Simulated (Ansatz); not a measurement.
# ZnPtC6N6: the cost of one run

Method: DFT PBE, plane waves, PAW, scalar-relativistic, no spin polarisation, in Ansatz 0.2.0.

## 1. The system as given

The cell holds 14 atoms (C6N6PtZn): a = 7.554 Å, b = 7.539 Å, c = 7.544 Å, α = 60.17°, β = 59.96°, γ = 60.10°.

As a file:

```
Zn Pt C N
1.0
    -0.00698    5.34795    5.33477
     5.32677   -0.00755    5.33534
     5.32388    5.34562   -0.00466
Zn Pt C N
1 1 6 6
Direct
  0.49566 0.52821 0.48457
  0.99068 0.01357 0.98617
  0.18454 0.19994 0.82400
  0.79639 0.80494 0.20478
  0.81249 0.18665 0.20730
  0.20802 0.80943 0.79233
  0.20254 0.79696 0.18903
  0.81014 0.20286 0.78231
  0.29016 0.31571 0.70552
  0.70255 0.69171 0.30244
  0.68724 0.29085 0.31909
  0.30002 0.70062 0.70328
  0.31060 0.69156 0.27557
  0.70154 0.29389 0.70474
```

## 2. The run

The input, input.yaml:

```yaml
crystal:
  lattice:
    - [-0.00698166, 5.34794734, 5.33477366]
    - [5.32677021, -0.00755001, 5.33534201]
    - [5.3238784, 5.34562388, -0.0046582]
  atoms:
    - { symbol: Zn, position: [0.49565508, 0.52821199, 0.48456751] }
    - { symbol: Pt, position: [0.9906793, 0.01357315, 0.98616614] }
    - { symbol: C, position: [0.18453713, 0.19994424, 0.82400332] }
    - { symbol: C, position: [0.79639382, 0.80493697, 0.20477957] }
    - { symbol: C, position: [0.81248844, 0.18664697, 0.20730017] }
    - { symbol: C, position: [0.20801788, 0.8094273, 0.79232936] }
    - { symbol: C, position: [0.20254354, 0.79696362, 0.18902972] }
    - { symbol: C, position: [0.81013823, 0.20285923, 0.78230788] }
    - { symbol: "N", position: [0.29015998, 0.31570588, 0.70551814] }
    - { symbol: "N", position: [0.70255049, 0.691715, 0.30244147] }
    - { symbol: "N", position: [0.68724378, 0.29085173, 0.3190915] }
    - { symbol: "N", position: [0.30001656, 0.70061881, 0.70327801] }
    - { symbol: "N", position: [0.31059888, 0.69156465, 0.27557226] }
    - { symbol: "N", position: [0.70154412, 0.29388815, 0.70473768] }
kpoints:
  mp_grid: { grid: [3, 3, 3] }
magnetization:
  spin_polarized: false
scf:
  occupations: { method: cold, width: 0.15 }
hamiltonian:
  pseudopotentials: { kind: paw }
  xc: pbe
basis:
  ecutwfc: 420
md:
  timestep: 1.0
  n_steps: 40
  ensemble: nvt_langevin
  temperature: 300.0
  initial_velocities: maxwell_boltzmann
  seed: 839186
```

On the command line:

```sh
> ansatz run input.yaml --threads 2 --pin off --max-ram 2560MiB --backend cpu --events-out ev --progress --plain --runs-dir out
```

What time and memory should one allow on 2 threads of AMD EPYC 9R45 (Zen 5), shared host?

About 1.8 min, with a peak of 0.84 GiB.
